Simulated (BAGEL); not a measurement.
**GeSiH6O (SMILES [OH][GeH2][SiH3]), step by step**

Aim: a single-point energy (HF/def2-SVP), then the energy (NEVPT2(2,2)/def2-SVP) of GeSiH6O. 

The calculation is run with BAGEL 1.2.2.

1 further run of the same task is left out (set aside as unsound or not needed).

### 1 The molecule

GeSiH6O has 9 atoms, charge 0, and is taken as a singlet. As SMILES, `[OH][GeH2][SiH3]`. The Ge2–H5 distance was set to 2.938 Å, away from the relaxed value. At this shape a bond of the SMILES string is far longer than usual.

Bond lengths: O1–Ge2 1.791 Å, Ge2–Si3 2.389 Å, O1–H4 0.960 Å, Ge2–H6 1.536 Å, Si3–H7 1.488 Å, Si3–H8 1.488 Å, Si3–H9 1.486 Å. Angles: O1–Ge2–Si3 109.9°, O1–Ge2–H6 103.6°, Si3–Ge2–H6 113.0°, Ge2–O1–H4 112.4°, Ge2–Si3–H7 110.2°, Ge2–Si3–H8 109.3°, Ge2–Si3–H9 110.4°, H7–Si3–H8 108.8°, H7–Si3–H9 109.3°, H8–Si3–H9 108.9°.

### 2 The energy at HF/def2-SVP (density fitting with svp-jkfit) (run 1)

The input, input.json:

```json
{ "bagel": [

{
  "title": "molecule",
  "basis": "svp",
  "df_basis": "svp-jkfit",
  "angstrom": true,
  "geometry": [
    { "atom": "O", "xyz": [   -2.374083,    1.063952,    0.341249 ] },
    { "atom": "Ge", "xyz": [   -0.622383,    0.960352,    0.700549 ] },
    { "atom": "Si", "xyz": [   -0.182883,   -0.949948,    2.066449 ] },
    { "atom": "H", "xyz": [   -2.682083,    0.328652,   -0.192951 ] },
    { "atom": "H", "xyz": [    0.873700,    0.832100,   -1.824400 ] },
    { "atom": "H", "xyz": [   -0.320583,    2.287452,    1.411949 ] },
    { "atom": "H", "xyz": [    1.277317,   -1.072048,    2.324449 ] },
    { "atom": "H", "xyz": [   -0.648583,   -2.175448,    1.362349 ] },
    { "atom": "H", "xyz": [   -0.901483,   -0.835348,    3.361849 ] }
  ]
},
{ "title": "hf" },
{ "title": "print", "file": "orbitals.molden", "orbitals": true }

]}
```

Run with:

```bash
$ BAGEL_NUM_THREADS=1 BAGEL input.json > input.out
```

The log of the run:

```text
* using 1 threads per process

  ===============================================================
  ===============================================================

  *** Geometry ***

  { "atom" : "O", "xyz" : [     -4.486367,      2.010578,      0.644867 ] },
  { "atom" : "Ge", "xyz" : [     -1.176133,      1.814802,      1.323846 ] },
  { "atom" : "Si", "xyz" : [     -0.345599,     -1.795142,      3.905023 ] },
  { "atom" : "H", "xyz" : [     -5.068402,      0.621062,     -0.364625 ] },
  { "atom" : "H", "xyz" : [      1.651054,      1.572441,     -3.447616 ] },
  { "atom" : "H", "xyz" : [     -0.605814,      4.322658,      2.668197 ] },
  { "atom" : "H", "xyz" : [      2.413779,     -2.025877,      4.392572 ] },
  { "atom" : "H", "xyz" : [     -1.225644,     -4.111001,      2.574466 ] },
  { "atom" : "H", "xyz" : [     -1.703556,     -1.578579,      6.352974 ] },

  Number of auxiliary basis functions:      579

  Since a DF basis is specified, we compute 2- and 3-index integrals:
    o Being stored without compression. Storage requirement is 0.041 GB

  Number of basis functions:       94
  Number of electrons      :       60

    * METHOD: MOLECULE                             0.38

  *** RHF ***

  === Nuclear Repulsion ===
   265.2692377447

      * DIIS with orbital gradients will be used.

  === RHF iteration (svp) ===
      0      -2441.90446986          0.01643852           0.14
      1      -2442.00644446          0.01267041           0.13
      2      -2442.09740665          0.00132977           0.13
      3      -2442.09952904          0.00031863           0.13
      4      -2442.09965472          0.00008071           0.13
      5      -2442.09966682          0.00002479           0.13
      6      -2442.09966835          0.00000718           0.13
      7      -2442.09966849          0.00000227           0.14
      8      -2442.09966850          0.00000073           0.14
      9      -2442.09966850          0.00000027           0.14
     10      -2442.09966850          0.00000010           0.14
     11      -2442.09966850          0.00000003           0.13
     12      -2442.09966850          0.00000001           0.14
     13      -2442.09966850          0.00000000           0.14
    * SCF iteration converged.

    * Permanent dipole moment:
           (    0.291347,     0.669264,    -1.100179) a.u.

    * METHOD: HF                                   2.20

    * METHOD: PRINT                                0.02

  ===============================================================
```

Run time: 2.7 s. Hardware: 1 thread of Arm Neoverse V1, shared host; peak memory 0.16 GiB.

### 3 The energy at NEVPT2(2,2)/def2-SVP (density fitting with svp-jkfit) (run 2)

The input, calc.json:

```json
{ "bagel": [

{
  "title": "molecule",
  "basis": "svp",
  "df_basis": "svp-jkfit",
  "angstrom": true,
  "geometry": [
    { "atom": "O", "xyz": [   -2.374083,    1.063952,    0.341249 ] },
    { "atom": "Ge", "xyz": [   -0.622383,    0.960352,    0.700549 ] },
    { "atom": "Si", "xyz": [   -0.182883,   -0.949948,    2.066449 ] },
    { "atom": "H", "xyz": [   -2.682083,    0.328652,   -0.192951 ] },
    { "atom": "H", "xyz": [    0.873700,    0.832100,   -1.824400 ] },
    { "atom": "H", "xyz": [   -0.320583,    2.287452,    1.411949 ] },
    { "atom": "H", "xyz": [    1.277317,   -1.072048,    2.324449 ] },
    { "atom": "H", "xyz": [   -0.648583,   -2.175448,    1.362349 ] },
    { "atom": "H", "xyz": [   -0.901483,   -0.835348,    3.361849 ] }
  ]
},
{
  "title": "hf"
},
{
  "title": "casscf",
  "nstate": 1,
  "nact": 2,
  "nclosed": 29,
  "active": [30, 31],
  "maxiter": 200,
  "natocc": true
},
{
  "title": "nevpt2",
  "nstate": 1,
  "nact": 2,
  "nclosed": 29,
  "active": [30, 31],
  "maxiter": 200,
  "natocc": true,
  "ncore": 15
},
{
  "title": "print",
  "file": "orbitals.molden",
  "orbitals": true
}

]}
```

Run with:

```bash
$ BAGEL_NUM_THREADS=1 BAGEL calc.json > calc.out
```

The log of the run:

```text
* using 1 threads per process

  ===============================================================
  ===============================================================

  *** Geometry ***

  { "atom" : "O", "xyz" : [     -4.486367,      2.010578,      0.644867 ] },
  { "atom" : "Ge", "xyz" : [     -1.176133,      1.814802,      1.323846 ] },
  { "atom" : "Si", "xyz" : [     -0.345599,     -1.795142,      3.905023 ] },
  { "atom" : "H", "xyz" : [     -5.068402,      0.621062,     -0.364625 ] },
  { "atom" : "H", "xyz" : [      1.651054,      1.572441,     -3.447616 ] },
  { "atom" : "H", "xyz" : [     -0.605814,      4.322658,      2.668197 ] },
  { "atom" : "H", "xyz" : [      2.413779,     -2.025877,      4.392572 ] },
  { "atom" : "H", "xyz" : [     -1.225644,     -4.111001,      2.574466 ] },
  { "atom" : "H", "xyz" : [     -1.703556,     -1.578579,      6.352974 ] },

  Number of auxiliary basis functions:      579

  Since a DF basis is specified, we compute 2- and 3-index integrals:
    o Being stored without compression. Storage requirement is 0.041 GB

  Number of basis functions:       94
  Number of electrons      :       60

    * METHOD: MOLECULE                             0.38

  *** RHF ***

  === Nuclear Repulsion ===
   265.2692377447

      * DIIS with orbital gradients will be used.

  === RHF iteration (svp) ===
      0      -2441.90446986          0.01643852           0.14
      1      -2442.00644446          0.01267041           0.14
      2      -2442.09740665          0.00132977           0.14
      3      -2442.09952904          0.00031863           0.14
      4      -2442.09965472          0.00008071           0.13
      5      -2442.09966682          0.00002479           0.13
      6      -2442.09966835          0.00000718           0.13
      7      -2442.09966849          0.00000227           0.13
      8      -2442.09966850          0.00000073           0.14
      9      -2442.09966850          0.00000027           0.14
     10      -2442.09966850          0.00000010           0.13
     11      -2442.09966850          0.00000003           0.14
     12      -2442.09966850          0.00000001           0.14
     13      -2442.09966850          0.00000000           0.14
    * SCF iteration converged.

    * Permanent dipole moment:
           (    0.291347,     0.669264,    -1.100179) a.u.

    * METHOD: HF                                   2.21

  ---------------------------
      CASSCF calculation
  ---------------------------

    ==== Active orbitals : =====
         Orbital 30
         Orbital 31
    ============================

    * nstate   :      1
    * nclosed  :     29
    * nact     :      2
    * nvirt    :     63
  === CASSCF iteration (svp) ===

    * Using the second-order algorithm

      0  0     -2442.13581860     3.67e-03      0.03

      1  0     -2442.15773047     7.84e-04      0.72

      2  0     -2442.15875865     2.74e-04      0.69

      3  0     -2442.15881884     9.13e-05      0.70

      4  0     -2442.15882460     2.86e-05      0.70

      5  0     -2442.15882516     8.90e-06      0.73

      6  0     -2442.15882521     2.76e-06      0.71

      7  0     -2442.15882522     8.57e-07      0.74

      8  0     -2442.15882522     2.66e-07      0.68

      9  0     -2442.15882522     8.25e-08      0.66

     10  0     -2442.15882522     2.56e-08      0.60

     11  0     -2442.15882522     7.94e-09      0.57

    * Second-order optimization converged. *

     guess   0:   closed 1.                   open ..

  === FCI iteration ===

      0  0     -2442.09145786     7.39e-02      0.00
      1  0     -2442.15587936     1.52e-02      0.00
      2  0 *   -2442.15882522     6.12e-16      0.00

     * ci vector, state   0, <S^2> = 0.0000
       2.     0.9089287087
       .2    -0.4169515589

    * METHOD: CASSCF                               7.86

    * freezing 15 orbitals

  === DF-NEVPT2 calculation ===

    * 3-index integral transformation done
    * assembly done

      NEVPT2 correlation energy:   -0.5076141326      0.25

          (+0)     -0.4696428291
          (+0)'    -0.0045308151
          (+1)     -0.0132760390
          (+1)'    -0.0000000000
          (+2)     -0.0002832787
          (-1)     -0.0184957377
          (-1)'     0.0000000000
          (-2)     -0.0013854330

      NEVPT2 total energy:       -2442.6664393496

    * METHOD: NEVPT2                               0.50

    * METHOD: PRINT                                0.02

  ===============================================================
```

It took 11 s on 1 thread of Arm Neoverse V1, shared host; peak memory 0.16 GiB.

### 4 Outcome

| quantity | value |
| --- | --- |
| run 1, HF/def2-SVP: total energy | -2442.09967 Eh |
| run 1, HF/def2-SVP: dipole moment | 3.36 D |
| run 1, HF/def2-SVP: HOMO energy | -8.34 eV |
| run 1, HF/def2-SVP: LUMO energy | -0.17 eV |
| run 1, HF/def2-SVP: HOMO–LUMO gap | 8.17 eV |
| run 2, NEVPT2(2,2)/def2-SVP: total energy | -2442.66644 Eh |

One bond (run 1, HF/def2-SVP) is far stretched, which a spin-restricted single reference describes badly; a broken-symmetry solution may lie lower.
